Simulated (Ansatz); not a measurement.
This script makes an atomisation energy of C3H8Al, SMILES [CH2][Al]([CH3])[CH3] with the Ansatz DFT code, driven from Python.

`c3h8al_tae.py`
```python
"""Atomisation energy of C3H8Al at the given geometry."""

from collections import Counter

import ansatz as az
from ase import Atoms

config = {
    "basis_set": "cc-pVDZ",
    "functional": "hf",
}


def single_point(molecule, charge=0, unpaired=0):
    calc = molecule.calculation().basis(gaussian=config["basis_set"]).functional(config["functional"])
    if charge:
        calc = calc.charge(charge)
    if unpaired:
        calc = calc.spin("collinear", total=unpaired)
    return calc.run().report["free_energy_ev"]

atoms = Atoms(["C", "Al", "C", "C", "H", "H", "H", "H", "H", "H", "H", "H"], positions=[
    [-0.9595, 1.8773, -0.2664],
    [-0.0343, 0.1997, -0.0577],
    [0.1057, -0.6202, 1.7327],
    [0.8486, -0.686, -1.6425],
    [-1.8612, 1.7655, -0.9863],
    [-1.3841, 2.2773, 0.7074],
    [-0.3045, -1.6244, 1.7418],
    [1.2506, -0.6999, 2.0024],
    [-0.3669, 0.0364, 2.5371],
    [0.3279, -1.7028, -1.7347],
    [1.8593, -0.7939, -1.4688],
    [0.5955, -0.0844, -2.531],
])
system = az.Crystal.molecule_from_ase(atoms)

# Hund ground states
unpaired = {"C": 2, "Al": 1, "H": 1}
counts = Counter(site.symbol for site in system.cartesian_sites)
atom_energy = {s: single_point(az.Crystal.molecule().atom(s, (0, 0, 0)), 0, unpaired[s]) for s in counts}
whole = single_point(system, 0, 1)
for s, e in atom_energy.items():
    print(f"{s:2s} x{counts[s]}  {e:14.5f} eV")
print(f"C3H8Al: {whole:.5f} eV")
split = sum(counts[s] * e for s, e in atom_energy.items()) - whole
print(f"atomisation energy (no zero-point term): {96.485332 * split:.1f} kJ/mol, {split / sum(counts.values()):.3f} eV an atom")
```

What does it cost to take this molecule apart into atoms?

3140.7 kJ/mol from the electronic energies, without the zero-point term.

What the script printed:

```console
$ python c3h8al_tae.py
C  x3     -1025.50311 eV
Al x1     -6581.71349 eV
H  x8       -13.58606 eV
C3H8Al: -9799.46280 eV
atomisation energy (no zero-point term): 3140.7 kJ/mol, 2.713 eV an atom
```

Notes:
- Total energies depend on the basis set; only differences at equal settings carry meaning.
- The geometry is a force-field or estimated start, not a minimum of this method, and the basis set is short of its limit. All parts are taken at fixed geometry, without zero-point energy.
- The species is open-shell (spin multiplicity 2).
- Hartree-Fock leaves correlation out, so bond, atomisation and ionisation energies come out well too low.
- For Al to Cl the sets with a tight d function, cc-pV(X+d)Z, are usual.
- Finished in 2.9 s on 1 thread of Intel(R) Xeon(R) Platinum 8375C CPU @ 2.90GHz (Ice Lake) (shared host), peak memory 0.27 GiB.

(Lines on the test bed's own set-up are left out of the output.)
